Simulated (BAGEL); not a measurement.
# SiHSF3 (SMILES F[Si](F)(F)S) at HF/cc-pVDZ (density fitting with qzvpp-jkfit)

What is the energy change on altering one bond length of SiHSF3 at HF/cc-pVDZ (density fitting with qzvpp-jkfit)? 

Program for the calculation: BAGEL 1.2.2.

1 further run of the same task is left out (set aside as unsound or not needed).

## (1) The system as given

The species is SiHSF3 (6 atoms), meant as a singlet with charge 0. As SMILES, `F[Si](F)(F)S`. The shape is that of a PBE0-D4/def2-TZVP optimisation.

Bond lengths: F1–Si2 1.571 Å, Si2–F3 1.574 Å, Si2–F4 1.573 Å, Si2–S5 2.089 Å, S5–H6 1.346 Å. Angles: F1–Si2–F3 108.6°, F1–Si2–F4 108.6°, F1–Si2–S5 107.7°, F3–Si2–F4 106.1°, F3–Si2–S5 112.9°, F4–Si2–S5 112.9°, Si2–S5–H6 92.3°.

## (2) A single-point energy at HF/cc-pVDZ (density fitting with qzvpp-jkfit)

Contents of input.json:

```json
{ "bagel" : [

{
  "title" : "molecule",
  "basis" : "cc-pvdz.json",
  "df_basis" : "qzvpp-jkfit",
  "angstrom" : true,
  "geometry" : [
    { "atom" : "F", "xyz" : [       0.466800,      -0.998900,       1.589500 ] },
    { "atom" : "Si", "xyz" : [       0.253700,      -0.377400,       0.162100 ] },
    { "atom" : "F", "xyz" : [      -0.333300,      -1.487500,      -0.786100 ] },
    { "atom" : "F", "xyz" : [       1.659400,       0.005000,      -0.432600 ] },
    { "atom" : "S", "xyz" : [      -1.016800,       1.267900,       0.370500 ] },
    { "atom" : "H", "xyz" : [      -0.987600,       1.526900,      -0.949600 ] }
  ]
},

{ "title" : "hf" },

{ "title" : "print", "file" : "orbitals.molden", "orbitals" : true }

]}
```

The basis set cc-pVDZ is read from a file made from the Basis Set Exchange's data (not shown).

The run is started by

```
$ BAGEL_NUM_THREADS=1 BAGEL input.json > input.out
```

Output:

```text
* using 1 threads per process

  ===============================================================
  ===============================================================

  *** Geometry ***

  { "atom" : "F", "xyz" : [      0.882124,     -1.887647,      3.003720 ] },
  { "atom" : "Si", "xyz" : [      0.479424,     -0.713183,      0.306325 ] },
  { "atom" : "F", "xyz" : [     -0.629846,     -2.810968,     -1.485514 ] },
  { "atom" : "F", "xyz" : [      3.135812,      0.009449,     -0.817496 ] },
  { "atom" : "S", "xyz" : [     -1.921474,      2.395984,      0.700144 ] },
  { "atom" : "H", "xyz" : [     -1.866294,      2.885423,     -1.794484 ] },

  Number of auxiliary basis functions:      505

  Since a DF basis is specified, we compute 2- and 3-index integrals:
    o Being stored without compression. Storage requirement is 0.028 GB

  Number of basis functions:       83
  Number of electrons      :       58

    * METHOD: MOLECULE                             0.26

  *** RHF ***

  === Nuclear Repulsion ===
   323.4283758812

      * DIIS with orbital gradients will be used.

  === RHF iteration (cc-pvdz.json) ===
      0       -985.30547061          0.01629585           0.11
      1       -985.48418320          0.01070399           0.10
      2       -985.58057971          0.00098858           0.10
      3       -985.58172791          0.00024818           0.10
      4       -985.58178593          0.00006344           0.10
      5       -985.58179131          0.00001154           0.10
      6       -985.58179151          0.00000254           0.10
      7       -985.58179152          0.00000084           0.10
      8       -985.58179152          0.00000034           0.10
      9       -985.58179152          0.00000010           0.10
     10       -985.58179152          0.00000002           0.10
     11       -985.58179152          0.00000001           0.10
    * SCF iteration converged.

    * Permanent dipole moment:
           (    0.336884,    -0.528918,     0.353439) a.u.

    * METHOD: HF                                   1.41

    * METHOD: PRINT                                0.02

  ===============================================================
```

Wall time 1.9 s (1 thread of Arm Neoverse V1, shared host); peak memory 0.12 GiB.

## (3) The distorted shape

Contents of input.json:

```json
{ "bagel" : [

{
  "title" : "molecule",
  "basis" : "cc-pvdz.json",
  "df_basis" : "qzvpp-jkfit",
  "angstrom" : true,
  "geometry" : [
    { "atom" : "F", "xyz" : [       0.443439,      -1.206109,       2.645627 ] },
    { "atom" : "Si", "xyz" : [       0.230339,      -0.584609,       1.218227 ] },
    { "atom" : "F", "xyz" : [      -0.356661,      -1.694709,       0.270027 ] },
    { "atom" : "F", "xyz" : [       1.636039,      -0.202209,       0.623527 ] },
    { "atom" : "S", "xyz" : [      -1.040161,       1.060691,       1.426627 ] },
    { "atom" : "H", "xyz" : [      -0.987600,       1.526900,      -0.949600 ] }
  ]
},

{ "title" : "hf" },

{ "title" : "print", "file" : "orbitals.molden", "orbitals" : true }

]}
```

The basis set cc-pVDZ is read from a file made from the Basis Set Exchange's data (not shown).

The run is started by

```
$ BAGEL_NUM_THREADS=1 BAGEL input.json > input.out
```

Output:

```text
* using 1 threads per process

  ===============================================================
  ===============================================================

  *** Geometry ***

  { "atom" : "F", "xyz" : [      0.837978,     -2.279216,      4.999510 ] },
  { "atom" : "Si", "xyz" : [      0.435278,     -1.104751,      2.302115 ] },
  { "atom" : "F", "xyz" : [     -0.673992,     -3.202536,      0.510277 ] },
  { "atom" : "F", "xyz" : [      3.091666,     -0.382120,      1.178295 ] },
  { "atom" : "S", "xyz" : [     -1.965619,      2.004415,      2.695934 ] },
  { "atom" : "H", "xyz" : [     -1.866294,      2.885423,     -1.794484 ] },

  Number of auxiliary basis functions:      505

  Since a DF basis is specified, we compute 2- and 3-index integrals:
    o Being stored without compression. Storage requirement is 0.028 GB

  Number of basis functions:       83
  Number of electrons      :       58

    * METHOD: MOLECULE                             0.26

  *** RHF ***

  === Nuclear Repulsion ===
   319.3838073487

      * DIIS with orbital gradients will be used.

  === RHF iteration (cc-pvdz.json) ===
      0       -985.12047639          0.01639469           0.11
      1       -985.32731896          0.01054179           0.10
      2       -985.42331256          0.00117040           0.10
      3       -985.42533665          0.00039018           0.10
      4       -985.42551661          0.00009873           0.10
      5       -985.42553817          0.00003965           0.10
      6       -985.42554074          0.00001584           0.10
      7       -985.42554130          0.00000475           0.10
      8       -985.42554137          0.00000217           0.10
      9       -985.42554138          0.00000097           0.10
     10       -985.42554139          0.00000023           0.10
     11       -985.42554139          0.00000008           0.10
     12       -985.42554139          0.00000003           0.10
     13       -985.42554139          0.00000001           0.10
     14       -985.42554139          0.00000001           0.10
    * SCF iteration converged.

    * Permanent dipole moment:
           (    0.331678,    -0.537992,     0.425052) a.u.

    * METHOD: HF                                   1.70

    * METHOD: PRINT                                0.02

  ===============================================================
```

Run time: 2.1 s. Hardware: 1 thread of Arm Neoverse V1, shared host; peak memory 0.12 GiB.

## (4) Outcome

At HF/cc-pVDZ (density fitting with qzvpp-jkfit):

| quantity | value |
| --- | --- |
| first shape: total energy | -985.58179 Eh |
| first shape: dipole moment | 1.83 D |
| first shape: HOMO energy | -11.57 eV |
| first shape: LUMO energy | 3.55 eV |
| first shape: HOMO–LUMO gap | 15.12 eV |
| distorted shape: total energy | -985.42554 Eh |
| distorted shape: dipole moment | 1.94 D |
| distorted shape: HOMO energy | -11.59 eV |
| distorted shape: LUMO energy | -2.17 eV |
| distorted shape: HOMO–LUMO gap | 9.42 eV |
| energy change with the S5–H6 bond stretched from 1.346 to 2.422 Å | 4.252 eV |

One bond (distorted shape) is far stretched, which a spin-restricted single reference describes badly; a broken-symmetry solution may lie lower. With the S5–H6 bond stretched from 1.346 to 2.422 Å the energy rises by 4.25 eV (98 kcal/mol). The first shape isn't relaxed at this level, so the change isn't measured from a minimum. A restricted reference can't describe the breaking bond well at this length.
